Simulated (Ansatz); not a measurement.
# GaH5Si: the cost of one run

Computed with Ansatz 0.2.0, Gaussian basis. Level: PBE0-D4/def2-TZVP structures, single points in def2-TZVPP, no counterpoise correction.

Levels: SPW92, PBE-D4, BLYP-D4, r2SCAN-D4, B97M-V, PBE0-D4, B3LYP-D4, r2SCAN0-D4, BHLYP-D4, CAM-B3LYP-D4, wB97X-V, wB97M-V, B2PLYP, PBE-QIDH, RPA on PBE, Hartree-Fock, MP2, CCSD, CCSD(T).

Correlated methods freeze the cores. Filled d shells of the heavier atoms are correlated. B3LYP uses VWN-RPA correlation. B2PLYP carries no dispersion term here.

94 further runs of the same task are left out: 94 set aside as unsound or not needed.

### Step 1. The starting structure

The complex: 10 atoms, charge 0, spin multiplicity 1.

Atoms are counted from 1 here; the program's logs count them from 0.

Bond lengths: Ga1–Si2 2.413 Å, Ga1–H3 1.576 Å, Ga1–H4 1.576 Å, Ga1–S6 2.594 Å, Si2–H7 1.496 Å, Si2–H8 1.496 Å, Si2–H9 1.491 Å, H5–S6 1.344 Å, S6–H10 1.344 Å. Angles: Si2–Ga1–H3 119.4°, Si2–Ga1–H4 119.5°, Si2–Ga1–S6 96.2°, H3–Ga1–H4 118.6°, H3–Ga1–S6 94.8°, H4–Ga1–S6 94.9°, Ga1–Si2–H7 111.3°, Ga1–Si2–H8 111.3°, Ga1–Si2–H9 114.4°, H7–Si2–H8 105.7°, H7–Si2–H9 106.8°, H8–Si2–H9 106.8°, Ga1–S6–H5 98.0°, Ga1–S6–H10 98.0°, H5–S6–H10 92.7°.

Coordinates:

```
atom     x (Å)     y (Å)     z (Å)
 Ga1  -0.15590  -1.32311  -0.10180
 Si2   1.45310   0.46215  -0.32152
  H3  -0.85229  -1.90063  -1.39203
  H4  -0.18527  -2.18154   1.21930
  H5  -2.00745   1.12749  -0.37527
  S6  -2.15718   0.18451   0.57097
  H7   1.00964   1.47113  -1.33264
  H8   1.60758   1.21635   0.96070
  H9   2.81704   0.01626  -0.72683
 H10  -1.52936   0.92719   1.49901
```

Its parts: GaSiH5 holds atoms 1, 2, 3, 4, 7, 8, 9; H2S holds atoms 5, 6, 10. Each part counts its atoms afresh in its own runs.

### Step 2. Relaxing GaSiH5 alone

Contents of relax-a/in.yaml:

```yaml
crystal:
  periodic: [false, false, false]
  atoms:
    - {symbol: Ga, position_ang: [-0.155904, -1.323113, -0.101804]}
    - {symbol: Si, position_ang: [1.453098, 0.462152, -0.321521]}
    - {symbol: H, position_ang: [-0.852289, -1.900625, -1.392031]}
    - {symbol: H, position_ang: [-0.185269, -2.181539, 1.219301]}
    - {symbol: H, position_ang: [1.009638, 1.471125, -1.332636]}
    - {symbol: H, position_ang: [1.607576, 1.216350, 0.960704]}
    - {symbol: H, position_ang: [2.817044, 0.016257, -0.726830]}
basis:
  gaussian: {orbitals: def2-TZVP}
hamiltonian: {xc: pbe0, dispersion: d4}
relax: {f_tol: 0.005, max_steps: 200}
```

Launch:

```bash
ansatz run in.yaml --threads 4 --pin off --events-out ev --progress --plain --max-ram 9574MiB
```

**Question.** How long does this run take on 4 threads of Arm Neoverse V1, shared host?

About 6 s.
